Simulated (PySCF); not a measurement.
# C2H4BF3: the cost of one run

The runs use PySCF 2.14.0, with density-fitted response routines of our own; the level of theory stands in each step. All values are computed, except where a source is named. Atoms are numbered from 0 throughout.

### Step 1. The molecule as given

10 atoms, charge 0, multiplicity 1; geometry from: PBE0-D3(BJ)/def2-SVP.

Bonds of the start (Å): B0–C1 1.56, C1–C2 1.50, C2–F3 1.34, C2–F4 1.34, C2–F5 1.34, B0–H6 1.21, B0–H7 1.21, C1–H8 1.10, C1–H9 1.10.

### Step 2. Indirect couplings: B3LYP/6-31G*

What the job is given:

```
{"job": {"kind": "j", "xc": "B3LYP", "basis": "6-31G*"}, "charge": 0, "multiplicity": 1}
B     -1.437049     0.223292    -0.267827
C      0.043144     0.568396     0.096728
C      1.016447    -0.574562     0.106164
F      1.087616    -1.168910    -1.090516
F      2.254716    -0.177521     0.424743
F      0.661464    -1.508822     0.996467
H     -2.252946     1.113732    -0.256811
H     -1.781843    -0.894683    -0.559589
H      0.405456     1.340008    -0.606207
H      0.063031     1.063070     1.083838
```

Level: B3LYP/6-31G* indirect spin-spin coupling, non-relativistic, gas phase.

Started as:

```bash
> OMP_NUM_THREADS=1 python probes_run.py task.json out
```

One launch serves the whole session: the jobs run in the order shown.

**Question.** How long does this job take on 1 thread of Arm Neoverse V1, shared host, and how much memory does it need?

About 7.8 s, with a peak of 0.5 GiB.
